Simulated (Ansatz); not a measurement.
**SiH3I (SMILES [SiH3]I): single points off equilibrium**

The task here is to estimate one member of a computed series from the others.

The runs use Ansatz 0.2.0, Gaussian basis; single points in def2-TZVPP.

Correlated methods freeze the cores. Filled d shells of the heavier atoms are correlated. Core potentials replace the inner electrons past krypton, and spin-orbit coupling is left out. B3LYP uses VWN-RPA correlation.

## The starting structure

SMILES `[SiH3]I`, 5 atoms, charge 0, spin multiplicity 1.

Atoms are counted from 1 here; the program's logs count them from 0.

Bond lengths: Si1–I2 2.393 Å, Si1–H3 1.550 Å, Si1–H4 1.608 Å, Si1–H5 1.707 Å. Angles: I2–Si1–H3 111.2°, I2–Si1–H4 103.0°, I2–Si1–H5 105.2°, H3–Si1–H4 115.5°, H3–Si1–H5 111.4°, H4–Si1–H5 109.9°.

As a file:

```
Si   -0.1667    0.1257   -0.0770
I     1.8775   -0.7974    0.7577
H    -1.2408    0.2067    1.0373
H    -0.5234   -0.8400   -1.3117
H     0.2471    1.6778   -0.6556
```

Set-up of the first run:

The input, run/in.yaml:

```yaml
crystal:
  periodic: [false, false, false]
  atoms:
    - {symbol: Si, position_ang: [-0.166700, 0.125700, -0.077000]}
    - {symbol: I, position_ang: [1.877500, -0.797400, 0.757700]}
    - {symbol: H, position_ang: [-1.240800, 0.206700, 1.037300]}
    - {symbol: H, position_ang: [-0.523400, -0.840000, -1.311700]}
    - {symbol: H, position_ang: [0.247100, 1.677800, -0.655600]}
basis:
  gaussian: {orbitals: def2-TZVPP}
correlation: {method: ccsd_t}
output: {forces: true}
```

The command line of these runs was not kept.

Among the steps run: CCSD(T)/def2-TZVPP; PBE0-D4/def2-TZVPP; wB97M-V/def2-TZVPP; r2SCAN-D4/def2-TZVPP; PBE-D4/def2-TZVPP; BHLYP-D4/def2-TZVPP; B3LYP-D4/def2-TZVPP.

One of the session's tables, all rows but one given; the rest of the session is left out.

```
   method  RMS force component (eV/Å)  angle to CCSD(T) forces (°)  dipole (D)
  CCSD(T)                       1.098                    reference        0.95
  PBE0-D4                       1.039                          1.5        0.96
  wB97M-V                       1.122                          2.1        0.99
r2SCAN-D4                       1.052                          1.4        0.92
   PBE-D4                       0.965                          5.4        0.85
 BHLYP-D4                       1.147                          1.9        1.06
 B3LYP-D4                           ?                            ?           ?
```

Estimate the missing values for B3LYP-D4.

As computed: RMS force component (eV/Å): 1.061; angle to CCSD(T) forces (°): 4.0; dipole (D): 0.95. In the column «RMS force component (eV/Å)» it lies between r2SCAN-D4 (1.052) and CCSD(T) (1.098).
